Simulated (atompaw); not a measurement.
# Pseudopotential generation for Be: PAW (atompaw), LDA (PW92)

Aim: build the potential from the settings below, then test how well it stands in for the atom: scattering, ghost states and the plane-wave cutoff that it needs.

The numbers are computed with atompaw 4.2.0.5 (LDA (PW92), scalar-relativistic, spin-unpolarised reference atom).

## Step 1: Starting point

The settings as typed:

| Item | Value |
| --- | --- |
| element | beryllium (Be, Z = 4) |
| type | PAW |
| frozen core | [He] |
| valence charge | 2 |
| reference configuration | 2s1.5 2p0 (charge +0.5) |
| partial waves | 2s (bound): rc 3.00 bohr; 2s channel at 1.95 Ry: rc 3.00 bohr; 2p (bound, empty): rc 3.00 bohr; 2p channel at 0.4 Ry: rc 3.00 bohr |
| local potential | ultrasoft scheme with l = 2 at -0.5 Ry, radius 2.20 bohr |
| core correction | smooth core density matched at 2.85 bohr |
| augmentation charge | sinc compensation charge, radius 2.90 bohr; PAW radius 3.00 bohr; waves and projectors: custom polynom2 7 10 vanderbiltortho |

The nodes and maxima of the atom's own shells, from an earlier all-electron run, set the scale for the radii.

All-electron outer shells of the reference configuration (LDA (PW92), scalar-relativistic, ld1.x):

| shell | level (eV) | outermost node (bohr) | outermost maximum (bohr) |
| --- | --- | --- | --- |
| 1s | -110.28 | – | 0.27 |
| 2s | -9.46 | 0.60 | 1.97 |
| 2p | -5.73 | – | 2.04 |

## Step 2: The generation run

The input, Be.input:

```
Be 4
LDA-PW scalarrelativistic loggrid 1500 logderivrange -3 5 201
2 2 0 0 0 0
2 0 1.5
2 1 0
0 0 0
c
v
v
1
3.00 2.90 2.20 2.85
y
1.95
n
y
0.4
n
custom polynom2 7 10 vanderbiltortho sinc
2 -0.5 ultrasoft
3.00
3.00
3.00
3.00
PWSCFOUT
UPFDX 0.0125d0 UPFXMIN -7.d0 UPFZMESH 4.d0
END
```

Started as:

```
$ atompaw < Be.input > Be.log
```

**Question.** What will these runs give? Wanted: cutoffs for 10 and 1 mRy, occupied levels; bound ghosts; largest phase difference near zero energy, channels read; lowest eigenvalue of the overlap; share of valence orbitals outside the PAW sphere; UPF file.

As calculated:

```
                                                quantity                   value
               cutoffs for 10 and 1 mRy, occupied levels  6 Ry or less and 12 Ry
                                            bound ghosts              none found
largest phase difference near zero energy, channels read               0.005 rad
         lowest eigenvalue of the overlap (Bessel basis)               0.651 (s)
        share of valence orbitals outside the PAW sphere        2s 25 %, 2p 34 %
                                                UPF file                 written
```

What this shows: By its cutoff, 6 Ry or less for the looser tolerance, it is soft on the atom at that tolerance. It is free of bound ghosts as far as tested. Near zero energy the phases of the channels with partial waves agree within 0.005 rad. All of this concerns the isolated atom, not yet a solid.
